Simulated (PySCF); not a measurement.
# TiOF: doublet, from a bent start

Where does doublet TiOF go from a bent start, is the end point a minimum, and what are its modes, charges and moments?

Method: PBE0, basis Ti def2-TZVP, O def2-TZVP, F def2-TZVP, no relativity, density fitting; program: PySCF 2.14.0.

### 1 Where the work starts

3 atoms, charge 0, spin multiplicity 2.

Bond lengths: Ti1–O2 1.740 Å, Ti1–F3 2.000 Å. Angles: O2–Ti1–F3 110.0°.

Coordinates in bohr (charge 0 multiplicity 2):
```
Ti    0.0000    0.0000    0.0000
O    -2.6934    0.0000    1.8859
F     3.0959    0.0000    2.1679
```

### 2 The SCF at the typed geometry

The steps below are one call of a driver around PySCF. For each, scf.py gives the equivalent set-up of the SCF; relaxations use the driver's own optimiser. After this first run the driver tries any further starts and a stability analysis.

The input, scf.py:

```python
from pyscf import gto, scf, dft
mol = gto.M(atom='''
Ti     0.000000     0.000000     0.000000
O     -1.425300     0.000000     0.998000
F      1.638300     0.000000     1.147200''',
    basis={'Ti': 'def2-TZVP', 'O': 'def2-TZVP', 'F': 'def2-TZVP'},
    charge=0, spin=1)
mf = dft.UKS(mol, xc='PBE0')
mf.grids.atom_grid = (50, 194)
aux = {'Ti': 'def2-universal-JKFIT', 'O': 'def2-universal-JKFIT', 'F': 'def2-universal-JKFIT'}
mf = mf.density_fit(auxbasis=aux)
mf.conv_tol = 1e-08
mf.diis_space = 10
mf.max_cycle = 60
mf.init_guess = 'minao'
mf.verbose = 4
mf.kernel()
```

On the command line:

```
> OMP_NUM_THREADS=4 python axn.py task.json out
```

Standard output:

```text
init E= -1023.86065323337
[... the frontier-level lines of each cycle are left out ...]
cycle= 1 E= -1023.62847857993  delta_E= 0.232  |g|= 1.16  |ddm|=  1.3
cycle= 2 E= -999.05508023871  delta_E= 24.6  |g|= 7.55  |ddm|= 2.95
cycle= 3 E= -1018.76079200897  delta_E= -19.7  |g|= 3.59  |ddm|= 2.12
cycle= 4 E= -1023.29794228635  delta_E= -4.54  |g|= 1.76  |ddm|=  1.3
cycle= 5 E= -1023.2724630418  delta_E= 0.0255  |g|= 1.75  |ddm|= 0.779
cycle= 6 E= -1023.44861359257  delta_E= -0.176  |g|= 1.58  |ddm|= 0.0903
cycle= 7 E= -1024.00107591772  delta_E= -0.552  |g|= 0.903  |ddm|= 0.25
cycle= 8 E= -1024.26898636481  delta_E= -0.268  |g|= 0.121  |ddm|= 0.303
cycle= 9 E= -1024.27220458462  delta_E= -0.00322  |g|= 0.0888  |ddm|= 0.087
cycle= 10 E= -1024.27576221171  delta_E= -0.00356  |g|= 0.0113  |ddm|= 0.0619
cycle= 11 E= -1024.27616962673  delta_E= -0.000407  |g|= 0.00887  |ddm|= 0.0406
cycle= 12 E= -1024.27666961424  delta_E= -0.0005  |g|= 0.00677  |ddm|= 0.0772
cycle= 13 E= -1024.27680738339  delta_E= -0.000138  |g|= 0.00182  |ddm|= 0.0388
cycle= 14 E= -1024.27684770812  delta_E= -4.03e-05  |g|= 0.000748  |ddm|= 0.0272
cycle= 15 E= -1024.27685153955  delta_E= -3.83e-06  |g|= 0.00034  |ddm|= 0.00769
cycle= 16 E= -1024.27685218289  delta_E= -6.43e-07  |g|= 0.000252  |ddm|= 0.00196
cycle= 17 E= -1024.27685235007  delta_E= -1.67e-07  |g|= 9.35e-05  |ddm|= 0.00199
cycle= 18 E= -1024.2768523709  delta_E= -2.08e-08  |g|= 6.03e-05  |ddm|= 0.000595
cycle= 19 E= -1024.27685237615  delta_E= -5.26e-09  |g|= 1.65e-05  |ddm|= 0.000237
Extra cycle  E= -1024.27685237671  delta_E= -5.52e-10  |g|= 2.14e-05  |ddm|= 3.79e-05
converged SCF energy = -1024.27685237671  <S^2> = 0.76829459  2S+1 = 2.0182117
```

This step, with its further starts and checks, ran for 17 s (4 threads of Arm Neoverse N1, shared host).

The starts that the driver tried:

```
                      start   energy (Eh)
    the minimal-basis guess  -1024.276852
a thermally smeared density  -1024.276852
      a smeared PBE density  -1024.276852
```

The test of internal stability and the other starts found no lower solution of this spin.

### 3 Relaxation: bent start, doublet

The program finds Cs symmetry in the start, which this walk keeps. The walk stops when the largest gradient is under 0.0003 Eh/bohr and the energy has settled too.

Edit scf.py of step 2 so:

```diff
@@ -3,3 +3,3 @@
-Ti     0.000000     0.000000     0.000000
-O     -1.425300     0.000000     0.998000
-F      1.638300     0.000000     1.147200''',
+Ti    -0.100403     0.000000    -0.455237
+O     -1.525703     0.000000     0.542763
+F      1.537897     0.000000     0.691963''',
@@ -15 +14,0 @@
-mf.init_guess = 'minao'
```

Energy and gradient, step by step:

```
step   energy (Eh)  change (kJ/mol)  largest symmetric gradient (Eh/bohr)
   0  -1024.276852             0.00                               0.10439
   1  -1024.302894           -68.37                               0.02348
   2  -1024.304803           -73.38                               0.00783
   3  -1024.304952           -73.78                               0.00249
   4  -1024.304991           -73.88                               0.00196
   5  -1024.305049           -74.03                               0.00085
   6  -1024.305052           -74.04                               0.00013
```

The walk took 16 s.

Geometry (Å) and forces (eV/Å) at some steps:

```
step 0
Ti  -0.100   0.000  -0.455  -1.852   0.000   5.368
O   -1.526   0.000   0.543   3.860   0.000  -3.376
F    1.538   0.000   0.692  -2.008   0.000  -1.992
step 1
Ti  -0.104   0.000  -0.344   0.698   0.000   1.208
O   -1.491   0.000   0.484   0.258   0.000  -0.401
F    1.506   0.000   0.640  -0.955   0.000  -0.807
step 3
Ti  -0.082   0.000  -0.296  -0.133   0.000   0.102
O   -1.507   0.000   0.464   0.071   0.000  -0.077
F    1.500   0.000   0.611   0.061   0.000  -0.025
step 6
Ti  -0.085   0.000  -0.262  -0.003   0.000   0.007
O   -1.538   0.000   0.444   0.004   0.000   0.009
F    1.535   0.000   0.598  -0.001   0.000  -0.016
```

After 6 steps and 74.0 kJ/mol it ends at Cs: Ti–F 1.835 Å, Ti–O 1.615 Å; F–Ti–O 126.1°.

### 4 Frequencies

The point is checked on the finer grid, and tightened if its gradient asks for it. The Hessian and the dipole derivatives come from central differences of analytic gradients, with steps of 0.02 bohr.

Edit scf.py of step 3 so:

```diff
@@ -3,3 +3,3 @@
-Ti    -0.100403     0.000000    -0.455237
-O     -1.525703     0.000000     0.542763
-F      1.537897     0.000000     0.691963''',
+Ti    -0.090455     0.000000    -0.342340
+O     -1.534980     0.000000     0.378638
+F      1.520132     0.000000     0.530647''',
@@ -9 +9 @@
-mf.grids.atom_grid = (50, 194)
+mf.grids.atom_grid = (75, 302)
@@ -12 +12 @@
-mf.conv_tol = 1e-08
+mf.conv_tol = 1e-10
```

The driver hands on the density of the step before, so the log starts near convergence.

SCF at the final geometry:

```text
init E= -1024.30514007815
[... the frontier-level lines of each cycle are left out ...]
cycle= 1 E= -1024.30514007815  delta_E= -4.55e-12  |g|= 3.1e-06  |ddm|= 1.64e-06
Extra cycle  E= -1024.30514007811  delta_E= 4.77e-11  |g|= 1.13e-05  |ddm|= 5.8e-06
converged SCF energy = -1024.30514007811  <S^2> = 0.7566226  2S+1 = 2.0066117
```

The whole step took 61 s.

Geometry: Cs; Ti–F 1.832 Å, Ti–O 1.614 Å; F–Ti–O 125.0°.

Modes, for the most abundant isotopes:

| symmetry | ω (cm⁻¹) | IR (km/mol) | μ (u) |
| --- | --- | --- | --- |
| a' | 126 | 30.2 | 20.21 |
| a' | 654 | 154 | 22.90 |
| a' | 1050 | 297 | 19.33 |

No imaginary mode, so this is a minimum.

Properties at this point:

```
Dipole moment                                                   : 5.49 D
Highest occupied level                                          : -5.80 eV
Lowest empty level                                              : -2.73 eV
Rotational constants                                            : 1.354, 0.2036, 0.177 cm⁻¹
Zero-point energy                                               : 11.0 kJ/mol
Principal polarisabilities                                      : 18.1, 38.6, 90.9 bohr³
Atomisation energy without zero-point energy                    : 1226 kJ/mol
Principal traceless quadrupole moments about the centre of mass : -13.82, 5.05, 8.77 D Å
Entropy at 298.15 K and 1 bar (electronic part: spin only)      : 280.4 J/(mol K)
Heat capacity Cp at 298.15 K                                    : 46.5 J/(mol K)
Enthalpy at 298.15 K above 0 K                                  : 12.14 kJ/mol
Rotational symmetry number                                      : 1
Spin squared ⟨S²⟩                                               : 0.757
```

Charges (e) and bond orders:

```json
{"atom": "Ti1", "Mulliken": "1.15", "Löwdin": "0.59", "polar tensor": "1.86", "spin (Mulliken)": "1.10", "Mayer order to Ti1": "–"}
{"atom": "O2", "Mulliken": "-0.59", "Löwdin": "-0.28", "polar tensor": "-1.08", "spin (Mulliken)": "-0.09", "Mayer order to Ti1": "2.16"}
{"atom": "F3", "Mulliken": "-0.56", "Löwdin": "-0.31", "polar tensor": "-0.78", "spin (Mulliken)": "-0.01", "Mayer order to Ti1": "0.77"}
```

Mulliken populations on Ti1: s 6.16, p 12.18, d 2.47, f 0.04.

### 5 Outcome

| quantity | value |
| --- | --- |
| minimum | doublet, Cs |
| geometry | Ti–F 1.832 Å, Ti–O 1.614 Å; F–Ti–O 125.0° |
| wavenumbers (cm⁻¹) | 126 (a'), 654 (a'), 1050 (a') |
| dipole moment | 5.49 D |
| highest occupied, lowest empty level (either spin) | -5.80, -2.73 eV |
| polar-tensor charge of Ti1 | +1.86 e |
| zero-point energy | 11.0 kJ/mol |
| entropy at 298.15 K | 280.4 J/(mol K) |
| atomisation energy (no zero-point energy) | 1226 kJ/mol |
| ⟨S²⟩ | 0.757 |

The molecule stays Cs, as typed, and the end point is a minimum. The strongest infrared band lies at 1050 cm⁻¹ (a', stretch). With 5.5 D the molecule is strongly polar. Most of the spin sits on Ti1 (Mulliken spin 1.10, against 1 for the whole molecule). Other starts or spin states, not run here, may lie lower. One determinant may miss the lowest occupation of an open d or f shell.

The search up to here took 94 s.
